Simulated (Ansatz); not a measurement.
**CH6BNOS: one species, many methods**

An exercise on one series of results from a longer session: the logs are not shown, and one member is left open.

Method: functionals in def2-TZVPP, the program's frozen cores in correlated methods; program: Ansatz 0.2.0, Gaussian basis.

Levels to be run: LDA (SPW92), PBE-D4, revPBE-D4, BLYP-D4, r2SCAN-D4, B97M-V, PBE0-D4, B3LYP-D4, r2SCANh-D4, r2SCAN0-D4, HSE06-D4, BHLYP-D4, CAM-B3LYP-D4, LC-ωPBE, ωB97X-V, ωB97M-V, B2PLYP, PBE-QIDH; CCSD(T)/def2-SVP; CCSD(T)/def2-TZVPP; MP2/def2-QZVPP; extrapolation to the limit; RPA on PBE.

## The geometry

The geometry comes from an earlier relaxation with PBE0-D4 in a triple-zeta def2 set; it is a stationary point, not always the lowest conformer.

11 atoms, charge 0, spin multiplicity 1.

Atoms are counted from 1 here; the program's logs count them from 0.

Bond lengths: B1–C2 1.586 Å, B1–S5 1.908 Å, B1–H6 1.214 Å, B1–H7 1.216 Å, C2–N3 1.301 Å, C2–O4 1.315 Å, N3–H8 1.019 Å, N3–H9 1.008 Å, O4–H10 0.967 Å, S5–H11 1.342 Å. Angles: C2–B1–S5 111.1°, C2–B1–H6 107.1°, C2–B1–H7 104.5°, S5–B1–H6 114.6°, S5–B1–H7 109.1°, H6–B1–H7 109.9°, B1–C2–N3 123.4°, B1–C2–O4 121.6°, N3–C2–O4 115.0°, C2–N3–H8 114.6°, C2–N3–H9 123.0°, H8–N3–H9 122.3°, C2–O4–H10 107.3°, B1–S5–H11 98.3°.

Coordinates:

```xyz
11

B    -0.5973    0.7766   -0.3475
C     0.6269    0.0118    0.3092
N     0.5491   -1.2019    0.7708
O     1.8026    0.5853    0.4484
S    -2.1253   -0.3581   -0.4753
H    -0.2111    1.2267   -1.4072
H    -0.8387    1.6847    0.4251
H    -0.3652   -1.6383    0.6655
H     1.3217   -1.6706    1.2178
H     1.7387    1.4696    0.0624
H    -1.8361   -0.9429   -1.6485
```

Set-up of the first run:

Contents of in.yaml:

```yaml
crystal:
  periodic: [false, false, false]
  atoms:
    - {symbol: B, position_ang: [-0.597261, 0.776639, -0.347457]}
    - {symbol: C, position_ang: [0.626881, 0.011824, 0.309195]}
    - {symbol: N, position_ang: [0.549086, -1.201861, 0.770808]}
    - {symbol: O, position_ang: [1.802583, 0.585263, 0.448425]}
    - {symbol: S, position_ang: [-2.125345, -0.358070, -0.475345]}
    - {symbol: H, position_ang: [-0.211083, 1.226698, -1.407170]}
    - {symbol: H, position_ang: [-0.838695, 1.684686, 0.425146]}
    - {symbol: H, position_ang: [-0.365202, -1.638306, 0.665503]}
    - {symbol: H, position_ang: [1.321658, -1.670551, 1.217765]}
    - {symbol: H, position_ang: [1.738658, 1.469553, 0.062380]}
    - {symbol: H, position_ang: [-1.836079, -0.942873, -1.648548]}
basis:
  gaussian: {orbitals: def2-TZVPP}
hamiltonian: {xc: lda}
output: {orbitals: {seedname: orbitals}}
```

Steps of the session up to this table: LDA; PBE-D4 (GGA); revPBE-D4 (GGA); BLYP-D4 (GGA); r2SCAN-D4 (meta-GGA); B97M-V (meta-GGA); PBE0-D4 (hybrid); B3LYP-D4 (hybrid); r2SCANh-D4 (hybrid); r2SCAN0-D4 (hybrid); HSE06-D4 (hybrid); BHLYP-D4 (hybrid); CAM-B3LYP-D4 (range-separated); LC-ωPBE (range-separated); ωB97X-V (range-separated); ωB97M-V (range-separated); B2PLYP (double hybrid); PBE-QIDH (double hybrid).

One of the session's tables, all rows but one given; the rest of the session is left out.

It belongs to the step «Orbital energies across the functionals». 

| functional | HOMO (eV) | gap (eV) |
| --- | --- | --- |
| LDA (SPW92) | -5.35 | 3.41 |
| PBE-D4 | ? | ? |
| revPBE-D4 | -5.13 | 3.50 |
| BLYP-D4 | -5.03 | 3.41 |
| r2SCAN-D4 | -5.44 | 3.94 |
| B97M-V | -5.53 | 4.11 |
| PBE0-D4 | -6.39 | 5.72 |
| B3LYP-D4 | -6.15 | 5.21 |
| r2SCANh-D4 | -5.88 | 4.77 |
| r2SCAN0-D4 | -6.56 | 6.03 |
| HSE06-D4 | -5.99 | 4.93 |
| BHLYP-D4 | -7.46 | 7.98 |
| CAM-B3LYP-D4 | -7.71 | 8.21 |
| LC-ωPBE | -9.09 | 10.78 |
| ωB97X-V | -8.73 | 10.39 |
| ωB97M-V | -8.59 | 10.16 |

**Question.** Estimate the row for PBE-D4.

The run gave: HOMO (eV): -5.20; gap (eV): 3.47. In the column «HOMO (eV)» it lies between LDA (SPW92) (-5.35) and revPBE-D4 (-5.13).
